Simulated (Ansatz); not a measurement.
# Mo2Se5: the cost of one run

Program: Ansatz 0.2.0. Level of theory: DFT PBE, scalar-relativistic, plane waves, PAW, unless a step names another level. These are calculated values, not measurements.

6 further runs of the same task are left out: 1 that didn't finish, 5 set aside as unsound or not needed.

## Step 1: The formula and the candidates

Pauling electronegativities: Mo 2.16, Se 2.55 (spread 0.39). The formula balances with common oxidation states: Mo +5, Se -2, a formal count that means little at so small a spread. Tabulated atomic sizes suggest about 24 Å³/atom. 16 candidates were drawn, by swapping species into database cells of other compounds, at random by space group and Wyckoff sites, or by hand, as the table says:

```
name                                                       made from  space group no.                     Wyckoff sites  atoms (primitive cell)  V (Å³/atom)
 c01                                                          random              191              Mo 1b, 1a; Se 3g, 2e                       7         29.9
 c02                                                          random              191              Mo 2c; Se 1a, 3f, 1b                       7         29.3
 c03  built by hand: MoSe2 bilayers with Se zigzag chains in the gap               11  Mo 2e, 2e; Se 2e, 2e, 2e, 2e, 2e                      14         22.6
 c04                                                          random              191                  Mo 2d; Se 1b, 4h                       7         29.0
 c05                                                          random              191                  Mo 2d; Se 3g, 2c                       7         30.2
 c06                                                          random              191              Mo 2c; Se 1b, 2e, 2d                       7         25.1
 c07                                                          random              191                  Mo 2e; Se 3f, 2d                       7         28.3
 c08                                          database cell of Ta2O5               47      Mo 1d, 1a; Se 2q, 1h, 1b, 1e                       7         28.6
 c09                                                          random              216             Mo 4c, 4a; Se 4d, 16e                       7         30.5
 c10                                             built by hand: V2O5               59              Mo 4e; Se 4e, 2a, 4e                      14         23.9
 c11                                          built by hand: R-Nb2O5               12              Mo 4i; Se 2a, 4i, 4i                       7         24.1
 c12               built by hand: Se-intercalated 2H-MoSe2 (stage 2)              164              Mo 2d; Se 2d, 2d, 1a                       7         21.7
 c13                                                          random              123                  Mo 2h; Se 4o, 1b                       7         24.6
 c14                                                          random              187                  Mo 2i; Se 2g, 3j                       7         29.5
 c15                                                          random              216             Mo 4d, 4a; Se 4c, 16e                       7         28.5
 c16                                                          random              166                  Mo 6c; Se 9d, 6c                       7         25.3
```

## Step 2: Screening run of c01

File input.yaml:

```yaml
crystal:
  lattice:
    - [5.39326278, 0.0, 0.0]
    - [-2.69663139, 4.67070257, 0.0]
    - [0.0, 0.0, 8.32093313]
  atoms:
    - { symbol: Mo, position: [0.0, 0.0, 0.5], spin: 1.0 }
    - { symbol: Mo, position: [0.0, 0.0, 0.0], spin: 1.0 }
    - { symbol: Se, position: [0.5, 0.0, 0.5] }
    - { symbol: Se, position: [0.0, 0.5, 0.5] }
    - { symbol: Se, position: [0.5, 0.5, 0.5] }
    - { symbol: Se, position: [0.0, 0.0, 0.25716421] }
    - { symbol: Se, position: [0.0, 0.0, 0.74283579] }
basis:
  ecutwfc: 420
kpoints:
  mp_grid: { grid: [3, 3, 2] }
hamiltonian:
  xc: pbe
scf:
  occupations: { method: gaussian, width: 0.15 }
  lower_state_search: "off"
output:
  forces: true
  stress: true
  eigenvalues: true
  populations: true
magnetization:
  spin_polarized: true
relax:
  adjacent_minimum: "off"
  f_tol: 0.08
  max_steps: 16
  cell: { stress_tol: 0.8 }
```

Command:

```console
ansatz run input.yaml --threads 1 --pin off --max-ram 2560MiB --backend cpu --events-out ev --progress --plain --runs-dir out
```

Q: Estimate wall time and peak memory on 1 thread of Intel Xeon Gold 6455B (Sapphire Rapids), shared host.

About 59 s, with a peak of 0.69 GiB.
